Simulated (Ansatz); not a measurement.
# NaMnS: the cost of one run

Program: Ansatz 0.2.0. Level of theory: reference: DFT PBE, plane waves, PAW, scalar-relativistic, no spin polarisation. These are calculated values, not measurements.

1 further run of the same task is left out (it didn't finish).

### Step 1. The system as given

Symmetry: P4/nmm, No. 129, tetragonal system. The conventional cell has a = 4.126 Å, b = 4.126 Å, c = 7.238 Å, α = 90.00°, β = 90.00°, γ = 90.00°. Na (site symmetry 4mm) is surrounded by 5 S at 3.11 to 3.33 Å and 4 Mn at 3.23 Å. S (site symmetry 4mm) is surrounded by 4 Mn at 2.50 Å and 5 Na at 3.11 to 3.33 Å. Around Mn (site symmetry -4m2) lie 4 S at 2.50 Å.

As a file:

```
Na S Mn
1.0
     4.12563    0.00000    0.00000
     0.00000    4.12563    0.00000
     0.00000    0.00000    7.23791
Na S Mn
2 2 2
Direct
  0.00000 0.50000 0.65600
  0.50000 0.00000 0.34400
  0.00000 0.50000 0.19600
  0.50000 0.00000 0.80400
  0.00000 0.00000 0.00000
  0.50000 0.50000 0.00000
```

### Step 2. The reference run

input.yaml reads:

```yaml
crystal:
  lattice:
    - [4.125633, 0.0, 0.0]
    - [0.0, 4.125633, 0.0]
    - [0.0, 0.0, 7.237906]
  atoms:
    - { symbol: Na, position: [0.0, 0.5, 0.656] }
    - { symbol: Na, position: [0.5, 0.0, 0.344] }
    - { symbol: S, position: [0.0, 0.5, 0.196] }
    - { symbol: S, position: [0.5, 0.0, 0.804] }
    - { symbol: Mn, position: [0.0, 0.0, 0.0] }
    - { symbol: Mn, position: [0.5, 0.5, 0.0] }
  symmetry: { tolerance: 0.0003 }
kpoints:
  mp_grid: { grid: [4, 4, 3], shift: [0, 0, 0] }
magnetization:
  spin_polarized: false
scf:
  occupations: { method: cold, width: 0.018 }
hamiltonian:
  pseudopotentials: { kind: paw }
  xc: pbe
basis:
  ecutwfc: 420
output:
  forces: true
  stress: true
  eigenvalues: true
  write_density: true
  write_potential: true
  elf: true
  volumetric_format: npy
relax:
  max_steps: 40
  cell: {}
```

Launch:

```bash
> ansatz run input.yaml --threads 1 --pin off --max-ram 2560MiB --backend cpu --events-out ev --progress --plain --runs-dir out
```

**Question.** How long does this run take on 1 thread of Arm Neoverse V2, shared host, and how much memory does it need?

About 1.9 min, with a peak of 0.45 GiB.
